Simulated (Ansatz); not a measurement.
# FH6N3Ti: the cost of one run

Program: Ansatz 0.2.0, Gaussian basis. Level of theory: the settings change from run to run. These are calculated values, not measurements.

### Step 1. The molecule

An earlier PBE0-D4 in a triple-zeta def2 set relaxation fixed the geometry.

SMILES `[NH2][Ti]([NH2])([NH2])[F]`, 11 atoms, charge 0, spin multiplicity 1.

Atoms are counted from 1 here; the program's logs count them from 0.

Bond lengths: N1–Ti2 1.880 Å, N1–H6 1.011 Å, N1–H7 1.009 Å, Ti2–N3 1.880 Å, Ti2–N4 1.880 Å, Ti2–F5 1.782 Å, N3–H8 1.011 Å, N3–H9 1.009 Å, N4–H10 1.011 Å, N4–H11 1.009 Å. Angles: Ti2–N1–H6 123.6°, Ti2–N1–H7 125.3°, H6–N1–H7 110.4°, N1–Ti2–N3 107.1°, N1–Ti2–N4 107.1°, N1–Ti2–F5 111.8°, N3–Ti2–N4 107.1°, N3–Ti2–F5 111.8°, N4–Ti2–F5 111.8°, Ti2–N3–H8 123.6°, Ti2–N3–H9 125.3°, H8–N3–H9 110.4°, Ti2–N4–H10 123.6°, Ti2–N4–H11 125.3°, H10–N4–H11 110.4°.

### Step 2. rPW86-PBE/cc-pVTZ

This run has atoms shaken by 0.03 Å, D4 dispersion.

The input, in.yaml:

```yaml
crystal:
  periodic: [false, false, false]
  atoms:
    - {symbol: N, position_ang: [-1.558541, 0.754845, 0.187817]}
    - {symbol: Ti, position_ang: [0.281942, 0.351504, 0.225500]}
    - {symbol: N, position_ang: [0.524017, -1.170015, 1.283594]}
    - {symbol: N, position_ang: [0.769030, -0.139295, -1.546964]}
    - {symbol: F, position_ang: [1.284842, 1.769136, 0.618288]}
    - {symbol: H, position_ang: [-1.995932, 1.300948, 0.855568]}
    - {symbol: H, position_ang: [-2.193510, 0.571276, -0.626903]}
    - {symbol: H, position_ang: [1.408562, -1.358269, 1.628632]}
    - {symbol: H, position_ang: [-0.204360, -1.641587, 1.673649]}
    - {symbol: H, position_ang: [0.945399, 0.531691, -2.320326]}
    - {symbol: H, position_ang: [0.895350, -1.066721, -1.880945]}
basis:
  gaussian: {orbitals: cc-pVTZ}
hamiltonian: {xc: {name: rPW86-PBE}, dispersion: d4}
```

Launch:

```console
ansatz run in.yaml --threads 4 --pin off --events-out ev --progress --plain --max-ram 10444MiB
```

What time and memory should one allow on 4 threads of Arm Neoverse V1, shared host?

About 7.5 s, with a peak of 0.49 GiB.
